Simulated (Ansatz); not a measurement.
A trace of molecular dynamics of a periodic cell of 40 atoms, Cs₂NaCaF₆ (host Cs2NaCaF6, host structure Fm-3m).

Computed with Ansatz 0.2.0, DFT PBEsol, scalar-relativistic, plane waves, PAW. Settings: accuracy low, cutoff 420 eV, k mesh 1x1x1, fermi-dirac smearing 0.05 eV, no spin polarisation.

- ensemble: NPT, Langevin
- set temperature: 700 K
- friction: 0.02 /fs
- pressure: 1 GPa
- seed: 108238

```tsv
time (fs)	T (K)	potential energy less start (eV)	conserved less start (meV/atom)	P (GPa)	volume (Å³)
0.0	682	0.000	0.00	-1.8	790.2
12.0	642	0.475	0.02	-1.4	789.7
24.0	569	1.287	0.06	-0.8	789.8
36.0	562	1.708	0.03	-0.4	782.2
48.0	591	2.059	0.01	-0.2	775.1
60.0	601	2.386	0.03	0.2	767.8
72.0	727	2.409	0.01	0.5	760.9
84.0	716	2.573	-0.02	1.1	751.8
96.0	589	2.777	0.02	1.4	745.9
108.0	554	3.006	0.03	1.8	740.3
120.0	626	3.049	0.03	2.0	738.1
132.0	659	2.763	0.01	1.7	739.0
144.0	701	2.489	0.02	1.2	743.9
156.0	824	2.275	-0.02	0.8	750.2
168.0	778	2.357	0.00	0.8	756.0
180.0	742	2.533	0.00	0.9	763.3
192.0	659	2.810	0.00	0.7	768.5
204.0	701	2.936	0.00	0.5	771.8
216.0	646	3.023	0.02	0.5	775.2
228.0	710	3.070	0.00	0.4	778.9
240.0	740	3.239	0.01	0.7	776.2
252.0	615	3.329	0.01	0.9	771.3
264.0	696	3.244	0.03	1.1	768.2
276.0	800	2.909	-0.03	1.1	766.5
288.0	781	2.887	-0.01	0.8	768.1
300.0	632	3.128	0.04	0.7	766.7
```

Q: Can this run be trusted? Judge the integration.

A: The conserved energy stayed within 0.059 meV per atom of its start (net change 0.036 meV per atom), so the integration is sound. A run of 0.3 ps of so small a system gives no equilibrium averages. Limits of this set-up: coarse k mesh, low accuracy level. The cell's volume went from 790 to 767 Å³. The time step was 2 fs.

The run took 17 min on 2 threads of Arm Neoverse V2 (shared host), peak memory 0.94 GiB.
